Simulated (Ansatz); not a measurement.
# CH6NOSi2: vertical spin-state energies, by script

The task is vertical spin-state energies, for CH6NOSi2.

Computed with Ansatz 0.2.0 through its Python package. Level of theory: MP2/def2-TZVP.

## Step 1: The structure

Bond lengths: O1–C2 1.260 Å, C2–N3 1.429 Å, N3–Si4 1.789 Å, N3–Si5 1.796 Å, Si4–H6 1.471 Å, Si4–H7 1.470 Å, Si4–H8 1.470 Å, Si5–H9 1.470 Å, Si5–H10 1.470 Å, Si5–H11 1.471 Å. Angles (14 of 16 angles, heavy atoms first): O1–C2–N3 121.3°, C2–N3–Si4 118.5°, C2–N3–Si5 122.1°, Si4–N3–Si5 119.4°, N3–Si4–H6 110.4°, N3–Si4–H7 109.4°, N3–Si4–H8 109.4°, N3–Si5–H9 109.3°, N3–Si5–H10 109.3°, N3–Si5–H11 110.4°, H6–Si4–H7 109.2°, H6–Si4–H8 109.2°, H7–Si4–H8 109.4°, H9–Si5–H10 109.4°.

Input file ch6nosi2.xyz:

```xyz
11

O    -1.17550    2.15030   -1.23570
C    -0.06590    1.70890   -0.83410
N     0.03980    0.43220   -0.20130
Si    1.65230   -0.12270    0.34070
Si   -1.39040   -0.62230    0.06270
H     1.55400   -1.45150    0.96370
H     2.55640   -0.19750   -0.81640
H     2.19220    0.83140    1.32050
H    -2.36820    0.08490    0.90260
H    -2.00410   -0.94390   -1.23410
H    -0.99050   -1.86970    0.73150
```

## Step 2: The code

The input, spin_ch6nosi2.py:

```python
"""Vertical spin-state energies of CH6NOSi2."""

import ansatz


def main() -> None:
    molecule = ansatz.Crystal.molecule_from_extxyz("ch6nosi2.xyz")

    setup = (
        molecule.calculation()
        .basis(gaussian="def2-TZVP")
        .correlation("mp2")
    )
    found = {}
    for unpaired in [1, 3]:
        report = setup.spin("collinear", total=unpaired).run().report
        s = unpaired / 2
        found[unpaired] = report["free_energy_ev"]
        print(f"2S+1 = {unpaired + 1}: E = {found[unpaired]:.5f} eV, <S^2> = {abs(report['mean_field']['state']['spin_squared']):.3f} (pure state {s * (s + 1):.2f})")
    lowest = min(found, key=found.get)
    for unpaired, e in found.items():
        print(f"multiplicity {unpaired + 1}: {96.485332 * (e - found[lowest]):.1f} kJ/mol above the lowest")


if __name__ == "__main__":
    main()
```

## Step 3: The run

Run with:

```console
python spin_ch6nosi2.py
```

**Question.** Which spin state is lowest at this geometry, and how far above lie the others?

As calculated:

```
        quantity             value
   runs compared                 2
          lowest  run 1 (2S+1 = 2)
next above it by          6.003 eV
```

**Reading.** In order: multiplicity 2 (+0.00 eV) and multiplicity 4 (+6.00 eV), all at the one geometry. Notes:
- The geometry is a force-field or estimated start, not a minimum of this method, and the basis set is short of its limit. All parts are taken at fixed geometry, without zero-point energy.
- The species is open-shell (spin multiplicity 2).
